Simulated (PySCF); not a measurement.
# Solver options tried on SrF

Do solver options change the result for SrF, or only the number of cycles?

Method: method and basis as typed in the scripts; program: PySCF 2.14.0.

4 further runs of the same task are left out: 4 that didn't finish.

### Step 1. The starting structure

SrF: 2 atoms, charge 0, spin multiplicity 2.

Bond lengths: Sr1–F2 2.162 Å.

### Step 2. Base script

The input, input.py:

```python
from pyscf import gto, scf, mcscf

mol = gto.M(
    atom='Sr 0 0 0; F 0 0 2.162',
    basis='lanl2dz',
    ecp={'Sr': 'lanl2dz'},
    charge=0,
    spin=1,
    verbose=4,
)
mf = scf.ROHF(mol)
mf.kernel()
mc = mcscf.CASSCF(mf, 4, 5)
mc.kernel()
mc.analyze()
mf.dip_moment()
print('orbital energies (hartree):', mf.mo_energy[..., max(0, mol.nelec[1]-3):mol.nelec[0]+3].round(4))
```

On the command line:

```
> OMP_NUM_THREADS=1 python input.py
```

The log of this run is left out.

It gives: E(SCF) = -129.605472 Eh, 8 cycles, E(CAS) − E(SCF) = -0.01232 Eh, μ = 4.39 D (of the SCF density).

The bond length is a typed value, not an optimised one.

### Step 3. Level shift 0.5 hartree

Run 1 changes level shift: none → 0.5 hartree.

The input, input.py:

```python
from pyscf import gto, scf, mcscf

mol = gto.M(
    atom='Sr 0 0 0; F 0 0 2.162',
    basis='lanl2dz',
    ecp={'Sr': 'lanl2dz'},
    charge=0,
    spin=1,
    verbose=4,
)
mf = scf.ROHF(mol)
mf.level_shift = 0.5
mf.kernel()
mc = mcscf.CASSCF(mf, 4, 5)
mc.kernel()
mc.analyze()
mf.dip_moment()
print('orbital energies (hartree):', mf.mo_energy[..., max(0, mol.nelec[1]-3):mol.nelec[0]+3].round(4))
```

On the command line:

```
> OMP_NUM_THREADS=1 python input.py
```

### Step 4. Smearing width 0.01 hartree

Run 2 changes smearing width: none → 0.01 hartree; step after the SCF: casscf → none.

Edit input.py of step 2 so:

```diff
@@ -1,2 +1,2 @@
-from pyscf import gto, scf, mcscf
+from pyscf import gto, scf
 
@@ -11,6 +11,4 @@
 mf = scf.ROHF(mol)
+mf = scf.addons.smearing_(mf, sigma=0.01, method='fermi')
 mf.kernel()
-mc = mcscf.CASSCF(mf, 4, 5)
-mc.kernel()
-mc.analyze()
 mf.dip_moment()
```

### Step 5. Initial guess chk

Run 3 changes initial guess: minao → chk.

Edit input.py of step 2 so:

```diff
@@ -11,2 +11,3 @@
 mf = scf.ROHF(mol)
+mf.init_guess = 'chk'
 mf.kernel()
```

**Question.** What will these runs give? Wanted: for each run, E(SCF); from base; SCF dipole; after the SCF.

As calculated:

| run | E(SCF) (hartree) | from base (eV) | cycles | SCF dipole (D) | after the SCF |
| --- | --- | --- | --- | --- | --- |
| base | -129.605472 | 0 | 8 | 4.39 | CASSCF correlation -0.335 eV |
| level shift 0.5 hartree | -129.605472 | 0.0000 | 14 | 4.39 | CASSCF correlation -0.335 eV |
| smearing width 0.01 hartree (poor choice) | -129.552561 | not comparable | 8 | 4.58 | n/a |
| initial guess chk | -129.605472 | 0.0000 | 8 | 4.39 | CASSCF correlation -0.335 eV |

Distance from each run's final energy (log10 hartree) by cycle:

| run | cycle 1 | cycle 2 | cycle 3 | cycle 5 | cycle 8 | cycle 12 |
| --- | --- | --- | --- | --- | --- | --- |
| base | -0.5 | -1.4 | -3.4 | -6.8 | < -11 | done |
| level shift 0.5 hartree | -0.6 | -2.0 | -3.2 | -4.6 | -6.5 | -8.8 |
| smearing width 0.01 hartree (poor choice) | -0.6 | -1.4 | -3.3 | -7.4 | -10.8 | done |
| initial guess chk | -0.5 | -1.4 | -3.4 | -6.8 | < -11 | done |

What this shows: With level shift 0.5 hartree or initial guess chk the SCF ends at the base energy. PySCF falls back to minao for a guess that it doesn't know or can't read, so that run repeats the base. The base needs 8 cycles and the run with level shift 0.5 hartree needs 14. Rows marked «poor choice» come from settings spoiled on purpose.
